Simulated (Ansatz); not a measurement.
# the K-Pt system: a small convex hull

With the Python package of Ansatz (0.2.0).

Run as a notebook:

In [1]:
```python
from collections import Counter
import warnings

import ansatz as az
import matplotlib.pyplot as plt
from pymatgen.analysis.phase_diagram import PDEntry, PhaseDiagram
from pymatgen.core import Composition
```

In [2]:
```python
PHASES = {
    'KPt P-6m2': (
        [(3.00085, 0.0, 0.0), (-1.50042, 2.59881, 0.0), (0.0, 0.0, 5.34558)],
        [
            ('K', (1 / 3, 2 / 3, 0.5)),
            ('Pt', (0.0, 0.0, 0.0)),
        ],
    ),
    'K2Pt Fm-3m': (
        [(0.0, 3.78146, 3.78146), (3.78146, 0.0, 3.78146), (3.78146, 3.78146, 0.0)],
        [
            ('K', (0.75, 0.75, 0.75)),
            ('K', (0.25, 0.25, 0.25)),
            ('Pt', (0.0, 0.0, 0.0)),
        ],
    ),
    'K': (
        [(-2.6125, 2.6125, 2.6125), (2.6125, -2.6125, 2.6125), (2.6125, 2.6125, -2.6125)],
        [
            ('K', (0.0, 0.0, 0.0)),
        ],
    ),
    'Pt': (
        [(0.0, 1.9609, 1.9609), (1.9609, 0.0, 1.9609), (1.9609, 1.9609, 0.0)],
        [
            ('Pt', (0.0, 0.0, 0.0)),
        ],
    ),
}
```

In [3]:
```python
def build(vectors, sites):
    crystal = az.Crystal(lattice=az.Lattice.of(vectors))
    for symbol, position in sites:
        crystal = crystal.atom(symbol, position)
    return crystal
```

In [4]:
```python
def compute(name, crystal):
    calc = (
        crystal.calculation()
        .functional('pbesol', dispersion='d3bjatm')
        .basis(460)
        .kpoints(spacing=0.14)
        .occupations('fermi_dirac', width=0.05)
    )
    calc = calc.relax(force_tolerance=0.02, max_steps=60, fix_cell=['shape'])
    return calc.run(threads=1)
```

In [5]:
```python
def counts(outcome):
    return Counter(site.symbol for site in outcome.lattice.sites)
```

In [6]:
```python
warnings.simplefilter('ignore', az.DeckWarning)
```

In [7]:
```python
phases = {name: build(*cell) for name, cell in PHASES.items()}
```

In [8]:
```python
done = {name: compute(name, crystal) for name, crystal in phases.items()}
```

In [9]:
```python
entries = [PDEntry(Composition(dict(counts(o))), o.report['energy_sigma0_ev'], name=name) for name, o in done.items()]
diagram = PhaseDiagram(entries)
rows = [(e.name, e.composition.get_atomic_fraction('Pt'), diagram.get_form_energy_per_atom(e), diagram.get_e_above_hull(e)) for e in entries]
rows.sort(key=lambda row: row[1])
print('| phase | x(Pt) | E_form (eV/atom) | above hull (eV/atom) |')
print('| --- | --- | --- | --- |')
for row in rows:
    print(f'| {row[0]} | {row[1]:.3f} | {row[2]:.4f} | {row[3]:.4f} |')
print('on the hull of these phases:', ', '.join(row[0] for row in rows if row[3] < 1e-6))
stable = [row for row in rows if row[3] < 1e-6]
plt.figure(figsize=(4.5, 3.2))
plt.plot([row[1] for row in stable], [row[2] for row in stable], 'k-o')
plt.plot([row[1] for row in rows], [row[2] for row in rows], 'r.')
plt.xlabel('fraction of Pt')
plt.ylabel('formation energy (eV/atom)')
plt.tight_layout()
plt.savefig('hull.png', dpi=100)
```
```text
| phase | x(Pt) | E_form (eV/atom) | above hull (eV/atom) |
| --- | --- | --- | --- |
| K | 0.000 | 0.0000 | 0.0000 |
| K2Pt Fm-3m | 0.333 | 0.1756 | 0.1756 |
| KPt P-6m2 | 0.500 | 0.1954 | 0.1954 |
| Pt | 1.000 | 0.0000 | 0.0000 |
on the hull of these phases: K, Pt
```

Dispersion corrections can be off by several per cent in the lattices of metals, and by several GPa in the pressure at a fixed cell. Atoms and volume are relaxed with the cell's shape held, which in cells of lower than cubic symmetry can hide stresses and shift volumes. Spin-orbit coupling, which matters for elements this heavy, is left out. The cells come from databases of deposited and of computed structures, and not all need be stable phases. Differences under 10 to 15 meV an atom lie within the error of mesh and functional, so such verdicts may flip; only the cells listed enter the hull. Wall time of the script: 110 s on 1 thread of Arm Neoverse V2, on a shared host, peak memory 0.64 GiB.
